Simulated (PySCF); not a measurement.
# [Ho(H2O)]3+: forces at shaken geometries

How stiff is [Ho(H2O)]3+? Its atoms are displaced at random by several amounts. It is a constructed species; whether it can be made isn't addressed.

Method: BP86, Ho lcecp-1-SVP with ECP56, O def2-SVP, H def2-SVP; scalar-relativistic core potentials, no spin–orbit coupling; program: PySCF 2.14.0.

3 further runs of the same task are left out: 2 for a known fault of the program, 1 that didn't finish.

## (1) Starting geometry

4 atoms, charge 3, spin multiplicity 1.

Bond lengths: Ho1–O2 2.165 Å, O2–H3 1.018 Å, O2–H4 1.018 Å. Angles: Ho1–O2–H3 129.0°, Ho1–O2–H4 129.0°, H3–O2–H4 102.0°.

As a file:

```tsv
atom	x (Å)	y (Å)	z (Å)
Ho1	0.0000	0.0000	-0.0690
O2	0.0000	0.0000	2.0962
H3	0.7912	0.0000	2.7365
H4	-0.7912	0.0000	2.7365
```

Formal oxidation states: Ho +3. Each metal's 10 4f electrons lie in its core potential, so multiplicities, spins and levels count the valence alone. An earlier session relaxed this geometry at BP86, Ho lcecp-1-SVP with ECP56, O def2-SVP, H def2-SVP (singlet, point group C2v).

Its energy there is -112.717805 Eh.

## (2) Atoms moved at random, σ = 0.1 Å

File run.py (the lines that set the calculation):

```python
mol = gto.M(atom='''
Ho    -0.14642    -0.02796    -0.11671
O      0.16245    -0.11055     2.08980
H      0.84695    -0.00788     2.84746
H     -0.86299     0.14639     2.67955''',
    basis={'Ho': 'lcecp-1-SVP', 'O': 'def2-SVP', 'H': 'def2-SVP'},
    ecp={'Ho': 'lcecp-1-SVP'},
    charge=3, spin=0)
mf = dft.RKS(mol, xc='B88,P86')
mf.grids.atom_grid = (50, 194)  # f atoms: unpruned, at least (60, 302)
mf = mf.density_fit()  # fitting sets: Ho AutoAux, O def2-universal-JKFIT, H def2-universal-JKFIT
mf.conv_tol = 1e-08; mf.max_cycle = 55
mf.kernel(dm0)  # dm0: the density of the relaxed state
```

On the command line:

```console
OMP_NUM_THREADS=2 python run.py
```

## (3) Atoms moved at random, σ = 0.03 Å

run.py (the lines that set the calculation), as its differences from that of step 2:

```diff
@@ -1,6 +1,6 @@
 mol = gto.M(atom='''
-Ho    -0.14642    -0.02796    -0.11671
-O      0.16245    -0.11055     2.08980
-H      0.84695    -0.00788     2.84746
-H     -0.86299     0.14639     2.67955''',
+Ho     0.02771     0.01495     0.00968
+O     -0.01050    -0.02557     2.06047
+H      0.76493    -0.03109     2.71784
+H     -0.78214     0.04171     2.71211''',
     basis={'Ho': 'lcecp-1-SVP', 'O': 'def2-SVP', 'H': 'def2-SVP'},
```

## (4) Atoms moved at random, σ = 0.15 Å

run.py (the lines that set the calculation), as its differences from that of step 3:

```diff
@@ -1,6 +1,6 @@
 mol = gto.M(atom='''
-Ho     0.02771     0.01495     0.00968
-O     -0.01050    -0.02557     2.06047
-H      0.76493    -0.03109     2.71784
-H     -0.78214     0.04171     2.71211''',
+Ho     0.06547    -0.07862    -0.05967
+O     -0.11302    -0.02416     2.25531
+H      0.71075    -0.02150     2.75999
+H     -0.66320     0.12428     2.54446''',
     basis={'Ho': 'lcecp-1-SVP', 'O': 'def2-SVP', 'H': 'def2-SVP'},
```

Before running it: what results should come out? Wanted: for each run, σ; energy rise; harmonic estimate −½ F·u; largest force component.

**Answer**, as computed:

| σ (Å) | energy rise (eV) | harmonic estimate −½ F·u (eV) | largest force component (eV/Å) |
| --- | --- | --- | --- |
| 0.1 | 0.680 | 0.651 | 4.00 |
| 0.03 | 0.107 | 0.115 | 1.90 |
| 0.15 | 7.656 | 10.852 | 54.23 |

Every displacement raises the energy. For a harmonic well the rise equals −½ F·u; the two differ by at most 42 % here (a move with σ = 0.15 Å), from anharmonicity, the grid and the small forces left at the relaxed point. The bases are small and lack diffuse functions. Spin–orbit coupling is left out.
